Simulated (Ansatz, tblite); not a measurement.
**The cluster Sn₄O₅: one state, many levels**

How do method and basis change the picture of the cluster Sn₄O₅ (singlet)?

Computed with Ansatz 0.2.0, Gaussian basis. Level: as each input shows.

Plan: GFN1-xTB, GFN2-xTB, PBE-D4/def2-TZVP, r2SCAN-D4/def2-TZVP, B2PLYP/def2-TZVP, HSE06-D4/def2-TZVP, PBE-D4/def2-SVP, PBE0-D4/def2-SVP, PBE-D4/def2-TZVPD, MP2/def2-SVP, RPA/def2-SVP.

9 further runs of the same task are left out: 6 that didn't finish, 3 set aside as unsound or not needed. Runs told in other sessions of the task aren't counted.

### Step 1. The geometry

The geometry is that of the singlet, from an earlier relaxation (PBE-D4/def2-SVP). At that level it is the lowest of the isomers that a small search found.

9 atoms, charge 0, spin multiplicity 1.

Bond lengths: Sn1–O5 2.171 Å, Sn1–O6 2.149 Å, Sn1–O8 2.201 Å, Sn2–O5 2.144 Å, Sn2–O6 2.258 Å, Sn2–O9 2.144 Å, Sn3–O6 2.150 Å, Sn3–O7 2.200 Å, Sn3–O9 2.172 Å, Sn4–O5 2.226 Å, Sn4–O7 2.348 Å, Sn4–O8 2.342 Å, Sn4–O9 2.225 Å, O7–O8 1.491 Å. Angles: O5–Sn1–O6 80.7°, O5–Sn1–O8 81.4°, O6–Sn1–O8 91.3°, O5–Sn2–O6 78.9°, O5–Sn2–O9 81.3°, O6–Sn2–O9 78.8°, O6–Sn3–O7 91.4°, O6–Sn3–O9 80.7°, O7–Sn3–O9 81.5°, O5–Sn4–O7 100.3°, O5–Sn4–O8 77.2°, O5–Sn4–O9 77.7°, O7–Sn4–O8 37.1°, O7–Sn4–O9 77.2°, O8–Sn4–O9 100.2°, Sn1–O5–Sn2 98.8°, Sn1–O5–Sn4 102.3°, Sn2–O5–Sn4 100.1° and more.

As a file:

```xyz
9
O5Sn4
Sn   -0.1526    1.1219   -1.7832
Sn   -2.1661   -0.6677    0.0832
Sn    0.8581   -1.9305    0.0025
Sn    0.2808    1.0376    1.6134
O    -1.2917    1.2901    0.0577
O    -0.4738   -0.9651   -1.3817
O     1.9411   -0.0486    0.3574
O     1.5277    1.1899   -0.3631
O    -0.5235   -1.0276    1.4138
```

Sn takes a core potential in the def2 sets. No spin-orbit coupling is included.

PBE0-D4/def2-TZVP was run before; its log isn't repeated, and its numbers join the tables.

### Step 2. GFN1-xTB

Tight binding, by tblite at 300 K electronic temperature and without a spin-polarisation term:

```python
tblite.interface.Calculator('GFN1-xTB', numbers, positions, charge=0, uhf=0).singlepoint()
```

Energy -917.7762 eV, HOMO -10.31 eV, LUMO -5.60 eV; 0.01 s.

### Step 3. GFN2-xTB

Tight binding, by tblite at 300 K electronic temperature and without a spin-polarisation term:

```python
tblite.interface.Calculator('GFN2-xTB', numbers, positions, charge=0, uhf=0).singlepoint()
```

Energy -788.2687 eV, HOMO -11.16 eV, LUMO -7.28 eV; 0.015 s.

### Step 4. PBE-D4/def2-TZVP

start.molden holds the orbitals of an earlier run on this state, given as this run's starting guess.

Input file in.yaml:

```yaml
crystal:
  periodic: [false, false, false]
  atoms:
    - {symbol: Sn, position_ang: [-0.152642, 1.121945, -1.783238]}
    - {symbol: Sn, position_ang: [-2.166079, -0.667678, 0.083229]}
    - {symbol: Sn, position_ang: [0.858098, -1.930491, 0.002451]}
    - {symbol: Sn, position_ang: [0.280786, 1.037555, 1.613389]}
    - {symbol: O, position_ang: [-1.291669, 1.290057, 0.057733]}
    - {symbol: O, position_ang: [-0.473814, -0.965065, -1.381672]}
    - {symbol: O, position_ang: [1.941112, -0.048582, 0.357395]}
    - {symbol: O, position_ang: [1.527707, 1.189866, -0.363053]}
    - {symbol: O, position_ang: [-0.523497, -1.027596, 1.413767]}
basis:
  gaussian: {orbitals: def2-TZVP, initial_orbitals: start.molden}
hamiltonian: {xc: pbe, dispersion: d4}
scf: {omitted_lower_state_checks: [starts]}
output: {forces: true, orbitals: {seedname: orbitals}}
```

The run is started by

```console
$ ansatz run in.yaml --threads 4 --pin off --events-out ev --progress --plain --max-ram 4787MiB
```

The runs that follow: r2SCAN-D4/def2-TZVP; B2PLYP/def2-TZVP; HSE06-D4/def2-TZVP; PBE-D4/def2-SVP; PBE0-D4/def2-SVP; PBE-D4/def2-TZVPD; MP2/def2-SVP; RPA/def2-SVP.

Before running them: what should the planned runs give, taken together? Wanted: gap in def2-TZVP, named functionals, smallest and largest; correlation energy, MP2/def2-SVP; binding an atom, functionals in def2-TZVP; PBE0 total energy, smallest basis above largest.

**Answer**, as computed:

```
                                                 quantity                                value
gap in def2-TZVP, named functionals, smallest and largest  3.10 eV (PBE-D4), 5.02 eV (PBE0-D4)
                         correlation energy, MP2/def2-SVP                            -36.22 eV
                binding an atom, functionals in def2-TZVP  3.71 (HSE06-D4) to 4.05 eV (PBE-D4)
          PBE0 total energy, smallest basis above largest       13.31 eV (def2-SVP, def2-TZVP)
```

Over the named functionals in def2-TZVP the gap runs from 3.10 eV (PBE-D4) to 5.02 eV (PBE0-D4); exact exchange widens it.
